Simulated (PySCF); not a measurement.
**C₃H₆BF₂N: electronic excitations and core binding energies**

What electronic excitations and core binding energies should C₃H₆BF₂N (`C=C(BN)C(F)F`) show?

Programs: PySCF 2.14.0, with density-fitted response routines of our own. Each step states its level of theory. These are calculated values for one molecule in the gas phase, unless marked as measured. Atoms are numbered from 0 throughout.

**1. The starting structure**

13 atoms, charge 0, multiplicity 1; geometry from: GFN2-xTB.

Bonds of the start (Å): C0–C1 1.33, C1–B2 1.58, B2–N3 1.38, C1–C4 1.51, C4–F5 1.36, C4–F6 1.36, C0–H7 1.08, C0–H8 1.08, B2–H9 1.17, N3–H10 1.01, N3–H11 1.01, C4–H12 1.10.

**2. Excited states and response: wB97X-D/def2-SVPD**

What the job is given:

```
{"job": {"kind": "uv", "xc": "wB97X-D", "basis": "def2-SVPD", "nstates": 8, "ntriplets": 3}, "charge": 0, "multiplicity": 1}
C     -1.138998    -0.264531    -1.525057
C     -0.386360    -0.089603    -0.442597
B      1.145823     0.281476    -0.498800
N      1.861469     0.445414     0.664077
C     -1.049516    -0.259946     0.899083
F     -0.944655     0.870247     1.656291
F     -0.443808    -1.235598     1.635961
H     -2.188267    -0.519049    -1.478549
H     -0.719213    -0.155723    -2.509754
H      1.674282     0.418915    -1.534233
H      1.466070     0.342427     1.584738
H      2.838860     0.680720     0.691159
H     -2.120077    -0.514261     0.839954
```

Level: TDDFT wB97X-D/def2-SVPD, vertical, gas phase, core orbitals frozen in the response.

The run is started by

```sh
> OMP_NUM_THREADS=1 python probes_run.py task.json out
```

One launch serves the whole session: the jobs run in the order shown.

Output:

```text
coarse grid: 11304 points
cycle   1  E = -396.6920466294  dE =  9.539e-01  |g| = 7.376e-01  |ddm| = 5.836e+00
cycle   2  E = -396.6985739986  dE = -6.527e-03  |g| = 7.946e-01  |ddm| = 1.745e+00
cycle   3  E = -396.8008816098  dE = -1.023e-01  |g| = 6.198e-02  |ddm| = 8.619e-01
cycle   4  E = -396.8016014446  dE = -7.198e-04  |g| = 2.630e-02  |ddm| = 1.280e-01
cycle   5  E = -396.8017668523  dE = -1.654e-04  |g| = 5.723e-03  |ddm| = 5.764e-02
cycle   6  E = -396.8017742019  dE = -7.350e-06  |g| = 2.013e-03  |ddm| = 1.437e-02
final grid: 111264 points
cycle   7  E = -396.8547680971  dE = -9.384e-05  |g| = 1.008e-02  |ddm| = 1.733e-01
cycle   8  E = -396.8547662126  dE =  1.885e-06  |g| = 1.122e-02  |ddm| = 2.869e-02
cycle   9  E = -396.8547878900  dE = -2.168e-05  |g| = 4.483e-04  |ddm| = 9.849e-03
cycle  10  E = -396.8547879494  dE = -5.933e-08  |g| = 3.230e-04  |ddm| = 2.450e-03
cycle  11  E = -396.8547879732  dE = -2.386e-08  |g| = 7.898e-05  |ddm| = 8.169e-04
cycle  12  E = -396.8547879748  dE = -1.560e-09  |g| = 1.887e-05  |ddm| = 1.684e-04
cycle  13  E = -396.8547879750  dE = -1.955e-10  |g| = 5.016e-06  |ddm| = 9.285e-05
converged SCF energy = -396.8547879750

Static polarisability (au): isotropic 61.327, principal 45.917 59.517 78.547

Singlet excitations
state   eV       nm        f      main configurations
  1   6.3062    196.6   0.00048   H-1->L 0.97
  2   6.7574    183.5   0.48785   H->L 0.97
  3   7.7351    160.3   0.00141   H-2->L 0.96
  4   7.8913    157.1   0.01079   H->L+1 0.75, H-2->L+1 0.11
  5   8.0913    153.2   0.00469   H-3->L 0.56, H-1->L+3 0.20, H-4->L 0.18
  6   8.2369    150.5   0.00404   H-4->L 0.57, H-5->L 0.17, H-3->L 0.14
  7   8.3874    147.8   0.07763   H->L+2 0.65, H-2->L+1 0.11
  8   8.4317    147.0   0.03612   H->L+3 0.95

Triplet excitations (Tamm-Dancoff, eV): 4.2221 5.8930 5.9958
```

Wall time 42 s (1 thread of Intel Xeon Platinum 8259CL at 2.50GHz, shared host); peak memory 0.8 GiB.

Frontier orbitals and where they lie:

| orbital | eV | atoms |
| --- | --- | --- |
| HOMO−3 | -12.51 | B2 20 %, H9 18 %, F6 14 % |
| HOMO−2 | -11.16 | N3 38 %, C1 17 %, B2 16 % |
| HOMO−1 | -10.78 | B2 20 %, C1 20 %, C4 13 % |
| HOMO | -9.95 | N3 29 %, C0 26 %, C1 25 % |
| LUMO | 0.69 | C0 34 %, C1 25 %, B2 14 % |
| LUMO+1 | 2.00 | B2 61 %, H11 11 %, H9 6 % |
| LUMO+2 | 2.62 | C0 29 %, H7 19 %, H12 12 % |

With each of the 8 states as a Gaussian band of 0.4 eV half-width at 1/e, the curve within the window shown has maxima at 183 nm (ε 20,000), 148 nm (ε 4,900) L/(mol cm). Beyond the last state computed it falls off for lack of states. The curve at chosen wavelengths:

| nm | ε (L/mol/cm) |
| --- | --- |
| 142 | 2387 |
| 145 | 4165 |
| 148 | 4940 |
| 151 | 4249 |
| 154 | 2867 |
| 157 | 1667 |
| 160 | 939 |
| 163 | 680 |
| 166 | 1054 |
| 169 | 2522 |
| 172 | 5568 |
| 175 | 10109 |
| 178 | 15067 |
| 181 | 18722 |
| 184 | 19715 |
| 187 | 17869 |
| 190 | 14138 |
| 193 | 9890 |
| 196 | 6190 |
| 199 | 3504 |
| 202 | 1813 |
| 205 | 865 |
| 208 | 384 |
| 211 | 160 |
| 214 | 63 |
| 217 | 24 |

Leading natural transition orbitals of singlet state 2: the hole lies on N3 30 %; C0, C1 about 25 % each; the particle on B2 24 %; C0 23 %; C1 18 %.

Leading natural transition orbitals of singlet state 1: the hole lies on C1 26 %; H9 18 %; B2 16 %; the particle on C0 28 %; C1 22 %; B2 18 %.

Further results of this job:

| property | computed |
| --- | --- |
| dipole moment (D) | 0.91 |
| polarisability (Å³) | 9.09 |
| HOMO–LUMO gap (eV) | 10.64 |
| −ε(HOMO) (eV) | 9.94 |

Orbitals, density, ELF and potential are computed afterwards from the orbital file.

Frontier orbitals at wB97X-D/def2-SVPD, with the share of their density that lies nearest to each atom:

| orbital | energy (eV) | lies on |
| --- | --- | --- |
| HOMO | -9.94 | N3 29 %; C0, C1 about 25 % each |
| LUMO | 0.69 | C0 27 %; C1 21 %; B2 18 % |

ELF in a plane through or near 11 of the atoms.

Ten even steps from '0' (0.00) to '9' (1.00):
```
0000000000000000000000000000
0000000000000000000000000000
0000000000000000000000000000
0000000000000000000000000000
0000000000000000016610000000
0000000000000011499991000000
0000000475000132899991000000
0000002899600237399930000000
0000001799800478742000000000
0000145665611577710268500000
0000699922846948676999940000
0000799967771984832899940000
0000278423331654533688610000
0000000015999510799830000000
0000000039999710999950000000
0000000069999600699940000000
0000000016998200167500000000
0000000000231000000000000000
0000000000000000000000000000
0000000000000000000000000000
```
The map spans 11.1 Å across and 9.3 Å up, centred on the molecule. Atoms in the plane (x, y in Å): C0 (1.7, -1.0), C1 (0.5, -0.3), B2 (-0.9, -0.9), N3 (-2.0, -0.1), C4 (0.7, 1.2), H7 (2.6, -0.5), H8 (1.6, -2.0), H9 (-1.0, -2.1), H10 (-2.0, 0.9), H11 (-3.0, -0.5), H12 (1.7, 1.6).

log10 of the density (e/Å³) in the same plane.

Ten even steps from '0' (-4.0) to '9' (2.1):
```
0000000000000000000000000000
0000000000000000000000000000
0000000000011111110000000000
0000000000122332222110000000
0000000011233444333321000000
0000001222344555555432100000
0000012344445566666542100000
0000124566544569766542110000
0001234567644567655433210000
0001345677655666655544321000
0012356778766679766665431000
0012356666686666777665431000
0001344555676656677665421000
0000123345666544666653210000
0000012244666544566543210000
0000001233454433444432100000
0000000123333322333321000000
0000000112222211121110000000
0000000000111000000000000000
0000000000000000000000000000
```
The map spans 11.1 Å across and 9.3 Å up, centred on the molecule. Atoms in the plane (x, y in Å): C0 (1.7, -1.0), C1 (0.5, -0.3), B2 (-0.9, -0.9), N3 (-2.0, -0.1), C4 (0.7, 1.2), H7 (2.6, -0.5), H8 (1.6, -2.0), H9 (-1.0, -2.1), H10 (-2.0, 0.9), H11 (-3.0, -0.5), H12 (1.7, 1.6).

On the surface of density 0.002 e/bohr³ the electrostatic potential runs, from the 1st to the 99th percentile, from -0.81 V near F6 to 1.70 V near H11.

**3. X-ray photoelectron lines: SCAN, X2C**

Settings changed since step 2:

```diff
@@ -1,2 +1,2 @@
-{"job": {"kind": "uv", "xc": "wB97X-D", "basis": "def2-SVPD", "nstates": 8, "ntriplets": 3}, "charge": 0, "multiplicity": 1}
+{"job": {"kind": "xps"}, "charge": 0, "multiplicity": 1}
 C     -1.138998    -0.264531    -1.525057
```

With the program's defaults for keys left out, this is: delta-SCF UKS SCAN, pcX-2 on the ionised atom, pcseg-1 elsewhere, spin-free X2C.

Output:

```text
ground state, core basis on atom 0 (C), 159 functions
  cycle   1  E = -397.18844706  |g| = 7.31e-01
  cycle   2  E = -397.06654783  |g| = 1.11e+00
  cycle   3  E = -397.28983455  |g| = 1.31e-01
  cycle   4  E = -397.29345226  |g| = 4.34e-02
  cycle   5  E = -397.29386919  |g| = 1.70e-02
  cycle   6  E = -397.29393079  |g| = 7.32e-03
  cycle   7  E = -397.29394362  |g| = 1.89e-03
  cycle   8  E = -397.29394707  |g| = 6.84e-04
  cycle   9  E = -397.29394353  |g| = 2.85e-04
  E(ground) = -397.29895236 Eh
hole in C 1s of atom 0
  cycle   1  E = -386.03115253  |g| = 1.50e+00
  cycle   2  E = -384.34675630  |g| = 2.13e+00
  cycle   3  E = -386.29452133  |g| = 7.95e-01
  cycle   4  E = -386.55520887  |g| = 3.53e-01
  cycle   5  E = -386.60090886  |g| = 1.55e-01
  cycle   6  E = -386.61270039  |g| = 3.49e-02
  cycle   7  E = -386.61335550  |g| = 1.35e-02
  cycle   8  E = -386.61344490  |g| = 8.49e-03
  cycle   9  E = -386.61349456  |g| = 2.82e-03
  cycle  10  E = -386.61350552  |g| = 2.40e-03
  cycle  11  E = -386.61351030  |g| = 8.09e-04
  cycle  12  E = -386.61351140  |g| = 3.93e-04
  E(ion) = -386.61816703 Eh   <S^2> = 0.7968   hole on atom = 1.000   binding energy = 290.639 eV
ground state, core basis on atom 1 (C), 159 functions
  cycle   1  E = -397.29422022  |g| = 6.40e-02
  cycle   2  E = -397.29332618  |g| = 6.59e-02
  cycle   3  E = -397.29406918  |g| = 3.89e-02
  cycle   4  E = -397.29448357  |g| = 6.06e-03
  cycle   5  E = -397.29449128  |g| = 1.32e-03
  cycle   6  E = -397.29449137  |g| = 3.17e-04
  E(ground) = -397.30010113 Eh
hole in C 1s of atom 1
  cycle   1  E = -386.04634033  |g| = 1.52e+00
  cycle   2  E = -385.02531710  |g| = 2.04e+00
  cycle   3  E = -386.50668235  |g| = 5.11e-01
  cycle   4  E = -386.56927870  |g| = 3.38e-01
  cycle   5  E = -386.61379947  |g| = 1.08e-01
  cycle   6  E = -386.61842892  |g| = 4.87e-02
  cycle   7  E = -386.61978128  |g| = 9.56e-03
  cycle   8  E = -386.61986660  |g| = 5.44e-03
  cycle   9  E = -386.61990455  |g| = 3.61e-03
  cycle  10  E = -386.61992551  |g| = 2.40e-03
  cycle  11  E = -386.61994109  |g| = 1.27e-03
  cycle  12  E = -386.61994486  |g| = 4.56e-04
  E(ion) = -386.62489586 Eh   <S^2> = 0.8016   hole on atom = 1.000   binding energy = 290.487 eV
ground state, core basis on atom 2 (B), 159 functions
  cycle   1  E = -397.28626371  |g| = 5.12e-02
  cycle   2  E = -397.28601617  |g| = 4.00e-02
  cycle   3  E = -397.28624049  |g| = 2.77e-02
  cycle   4  E = -397.28643140  |g| = 8.45e-03
  cycle   5  E = -397.28645049  |g| = 1.72e-03
  cycle   6  E = -397.28645120  |g| = 3.30e-04
  E(ground) = -397.29247121 Eh
hole in B 1s of atom 2
  cycle   1  E = -389.69360590  |g| = 1.17e+00
  cycle   2  E = -388.61318969  |g| = 1.69e+00
  cycle   3  E = -389.96766590  |g| = 4.68e-01
  cycle   4  E = -390.02669844  |g| = 3.54e-01
  cycle   5  E = -390.09050285  |g| = 1.39e-01
  cycle   6  E = -390.10066639  |g| = 3.05e-02
  cycle   7  E = -390.10115900  |g| = 1.41e-02
  cycle   8  E = -390.10129512  |g| = 8.67e-03
  cycle   9  E = -390.10138776  |g| = 6.09e-03
  cycle  10  E = -390.10147245  |g| = 4.05e-03
  cycle  11  E = -390.10152486  |g| = 2.23e-03
  cycle  12  E = -390.10153273  |g| = 1.46e-03
  cycle  13  E = -390.10153474  |g| = 6.05e-04
  cycle  14  E = -390.10153622  |g| = 3.24e-04
  E(ion) = -390.10806880 Eh   <S^2> = 0.8170   hole on atom = 1.000   binding energy = 195.498 eV
ground state, core basis on atom 3 (N), 159 functions
  cycle   1  E = -397.30525148  |g| = 7.19e-02
  cycle   2  E = -397.30525339  |g| = 8.63e-03
  cycle   3  E = -397.30523042  |g| = 1.28e-02
  cycle   4  E = -397.30526999  |g| = 2.60e-03
  cycle   5  E = -397.30527263  |g| = 3.40e-04
  E(ground) = -397.30825103 Eh
hole in N 1s of atom 3
  cycle   1  E = -381.71622028  |g| = 1.86e+00
  cycle   2  E = -381.16346806  |g| = 1.99e+00
  cycle   3  E = -382.33229355  |g| = 4.22e-01
  cycle   4  E = -382.33900711  |g| = 3.40e-01
  cycle   5  E = -382.41160534  |g| = 7.06e-02
  cycle   6  E = -382.41415998  |g| = 3.21e-02
  cycle   7  E = -382.41466358  |g| = 5.51e-03
  cycle   8  E = -382.41467956  |g| = 3.46e-03
  cycle   9  E = -382.41468442  |g| = 1.27e-03
  cycle  10  E = -382.41468476  |g| = 4.46e-04
  E(ion) = -382.41684102 Eh   <S^2> = 0.7637   hole on atom = 1.000   binding energy = 405.216 eV
ground state, core basis on atom 4 (C), 159 functions
  cycle   1  E = -397.29989275  |g| = 5.95e-02
  cycle   2  E = -397.29979540  |g| = 3.18e-02
  cycle   3  E = -397.29974212  |g| = 3.48e-02
  cycle   4  E = -397.29997840  |g| = 4.92e-03
  cycle   5  E = -397.29998518  |g| = 1.48e-03
  cycle   6  E = -397.29998566  |g| = 1.98e-04
  E(ground) = -397.30424121 Eh
hole in C 1s of atom 4
  cycle   1  E = -385.89764921  |g| = 1.50e+00
  cycle   2  E = -379.56583613  |g| = 3.47e+00
  cycle   3  E = -386.08717912  |g| = 8.93e-01
  cycle   4  E = -386.33425010  |g| = 5.56e-01
  cycle   5  E = -386.43341506  |g| = 1.49e-01
  cycle   6  E = -386.44102467  |g| = 5.63e-02
  cycle   7  E = -386.44236774  |g| = 2.98e-02
  cycle   8  E = -386.44284139  |g| = 6.78e-03
  cycle   9  E = -386.44287179  |g| = 1.79e-03
  cycle  10  E = -386.44287574  |g| = 1.10e-03
  cycle  11  E = -386.44287570  |g| = 1.01e-03
  cycle  12  E = -386.44287746  |g| = 3.05e-04
  E(ion) = -386.44829332 Eh   <S^2> = 0.7726   hole on atom = 1.000   binding energy = 295.405 eV
ground state, core basis on atom 5 (F), 159 functions
  cycle   1  E = -397.33719845  |g| = 1.18e-01
  cycle   2  E = -397.33679294  |g| = 6.68e-02
  cycle   3  E = -397.33678329  |g| = 6.77e-02
  cycle   4  E = -397.33740632  |g| = 5.52e-03
  cycle   5  E = -397.33741352  |g| = 1.09e-03
  cycle   6  E = -397.33741287  |g| = 4.36e-04
  E(ground) = -397.34407906 Eh
hole in F 1s of atom 5
  cycle   1  E = -370.97721722  |g| = 2.58e+00
  cycle   2  E = -370.51648349  |g| = 2.33e+00
  cycle   3  E = -371.65355009  |g| = 6.79e-01
  cycle   4  E = -371.75767200  |g| = 4.75e-01
  cycle   5  E = -371.86066601  |g| = 1.17e-01
  cycle   6  E = -371.86687162  |g| = 5.13e-02
  cycle   7  E = -371.86805905  |g| = 1.48e-02
  cycle   8  E = -371.86812593  |g| = 6.65e-03
  cycle   9  E = -371.86814769  |g| = 9.56e-04
  cycle  10  E = -371.86814692  |g| = 3.31e-04
  E(ion) = -371.88121424 Eh   <S^2> = 0.7572   hole on atom = 1.000   binding energy = 692.880 eV
```

Run time: 93 s. Hardware: 1 thread of Intel Xeon Platinum 8259CL at 2.50GHz, shared host; peak memory 0.63 GiB.

The holes in one table. −ε is the ground-state orbital energy:

| hole | stands for | environment | ΔSCF (eV) | −ε (eV) | ⟨S²⟩ |
| --- | --- | --- | --- | --- | --- |
| C1s on C0 | C0 | terminal =CH2 carbon | 290.64 | 274.1 | 0.797 |
| C1s on C1 | C1 | fully substituted alkene carbon | 290.49 | 273.7 | 0.802 |
| B1s on B2 | B2 | boron bonded to C, N, H | 195.50 | 179.7 | 0.817 |
| N1s on N3 | N3 | nitrogen bonded to B, 2 H | 405.22 | 386.1 | 0.764 |
| C1s on C4 | C4 | allylic sp3 CH bonded to 2 F | 295.41 | 277.9 | 0.773 |
| F1s on F5 | F5, F6 | fluorine of a CF2 group | 692.88 | 666.9 | 0.757 |

Each hole run stands for the others of its class of like atoms.

**4. Outcome**

| quantity | value |
| --- | --- |
| lowest singlet (wB97X-D/def2-SVPD) | 6.31 eV (197 nm), f = 0.000 |
| brightest single state of those computed | state 2, 6.76 eV, f = 0.488 |
| lowest triplet | 4.22 eV |
| surface potential, 1st and 99th percentile | -0.81 V and 1.70 V |
| C1s binding energies, SCAN/pcX-2 | C4 295.41, C0 290.64, C1 290.49 eV |
| B1s binding energies, SCAN/pcX-2 | B2 195.50 eV |
| N1s binding energies, SCAN/pcX-2 | N3 405.22 eV |
| F1s binding energies, SCAN/pcX-2 | F5 692.88 eV |

What this shows: The lowest singlet, at 6.31 eV, is HOMO−1→LUMO 0.97 and is dark; of the 8 states computed, the strongest absorption comes from state 2 at 6.76 eV. The lowest triplet lies 2.08 eV below the lowest singlet (triplets in Tamm-Dancoff, singlets in full TDDFT). The C1s levels kept as sound span 4.92 eV, from C1 (fully substituted alkene carbon) up to C4 (allylic sp3 CH bonded to 2 F).
